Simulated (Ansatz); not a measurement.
# Si16O: the cost of one run

All numbers below are computed with Ansatz 0.2.0 (DFT LDA, plane waves, PAW, scalar-relativistic, collinear spin).

### 1 The starting structure

The cell holds 17 atoms (OSi16): a = 7.679 Å, b = 7.679 Å, c = 7.679 Å, α = 60.00°, β = 60.00°, γ = 60.00°.

The coordinates stand in the first input below.

### 2 Relaxing the start

The input, input.yaml:

```yaml
crystal:
  lattice:
    - [0.0, 5.43, 5.43]
    - [5.43, 0.0, 5.43]
    - [5.43, 5.43, 0.0]
  atoms:
    - { symbol: Si, position: [0.0, 0.0, 0.0] }
    - { symbol: Si, position: [0.125, 0.125, 0.125] }
    - { symbol: Si, position: [0.0, 0.0, 0.5] }
    - { symbol: Si, position: [0.125, 0.125, 0.625] }
    - { symbol: Si, position: [0.0, 0.5, 0.0] }
    - { symbol: Si, position: [0.125, 0.625, 0.125] }
    - { symbol: Si, position: [0.0, 0.5, 0.5] }
    - { symbol: Si, position: [0.125, 0.625, 0.625] }
    - { symbol: Si, position: [0.5, 0.0, 0.0] }
    - { symbol: Si, position: [0.625, 0.125, 0.125] }
    - { symbol: Si, position: [0.5, 0.0, 0.5] }
    - { symbol: Si, position: [0.625, 0.125, 0.625] }
    - { symbol: Si, position: [0.5, 0.5, 0.0] }
    - { symbol: Si, position: [0.625, 0.625, 0.125] }
    - { symbol: Si, position: [0.5, 0.5, 0.5] }
    - { symbol: Si, position: [0.625, 0.625, 0.625] }
    - { symbol: O, position: [0.8888174, 0.3714747, 0.3692652], spin: 1.0 }
magnetization:
  spin_polarized: true
basis:
  ecutwfc: 420.0
kpoints:
  mp_grid: { grid: [2, 2, 2] }
hamiltonian:
  xc: lda
scf:
  occupations: { method: fermi_dirac, width: 0.05 }
  lower_state_search: "off"
relax:
  f_tol: 0.08
  max_steps: 25
  adjacent_minimum: "off"
```

On the command line:

```console
$ ansatz run input.yaml --threads 1 --pin off --max-ram 3072MiB --backend cpu --events-out ev --progress --plain --runs-dir out
```

What time and memory should one allow on 1 thread of AMD EPYC 7R43 (Zen 3), shared host?

About 2 min, with a peak of 0.71 GiB.
